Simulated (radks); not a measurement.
**Valence configurations of Ar⁺**

NIST gives [Ne] 3s2 3p5 as the ground configuration of Ar⁺. Does this level of theory agree? Several fillings of the valence shells are run.

The numbers are computed with radks (a radial shooting solver on a logarithmic mesh, Libxc functionals) version 1 (Dirac Kohn-Sham, PBE, spin-unpolarised, spherical densities, finite nucleus; open shells fill j = l - 1/2 first), except any that are marked as measured or tabulated.

## Step 1: The system

- element: argon (Z = 18)
- charge: +1
- electrons: 17
- configuration: [Ne] 3s2 3p5
- nuclear rms radius: 3.4274 fm
- others tried: 3s1 3p6; 3s1.5 3p5.5

## Step 2: [Ne] 3s2 3p5

Input:

```text
Z 18
configuration [Ne] 3s2 3p5
relativity Dirac
functional pbe,pbe
spin unpolarised
j_filling energy
nucleus finite rms 3.4274 fm
c 137.035999084
```

Run with:

```bash
> python run_ks.py task.json out
```

The same process makes all the runs of this session.

## Step 3: [Ne] 3s1 3p6

Settings, as their differences from step 2:

```diff
@@ -1,3 +1,3 @@
 Z 18
-configuration [Ne] 3s2 3p5
+configuration [Ne] 3s1 3p6
 relativity Dirac
```

## Step 4: [Ne] 3s1.5 3p5.5

Settings, as their differences from step 3:

```diff
@@ -1,3 +1,3 @@
 Z 18
-configuration [Ne] 3s1 3p6
+configuration [Ne] 3s1.5 3p5.5
 relativity Dirac
```

Q: Predict the outcome of this session. Wanted: for each run, valence; E − E(NIST configuration); highest level; its energy; 1s shift.

As calculated:

| valence | E − E(NIST configuration) (eV) | highest level | its energy (eV) | 1s shift (eV) |
| --- | --- | --- | --- | --- |
| 3s2 3p5 | 0.000 | 3p3/2 | -22.043 | +0.00 |
| 3s1.5 3p5.5 | 7.331 | 3p3/2 | -22.324 | -0.64 |
| 3s1 3p6 | 14.681 | 3p3/2 | -22.599 | -1.26 |

In words: The NIST configuration is the lowest of those tried, 7.331 eV under 3s1.5 3p5.5. The energies are those of spherical spin-averaged densities, not of single terms. The 1s eigenvalue shifts by up to 1.26 eV as the valence charge is rearranged.
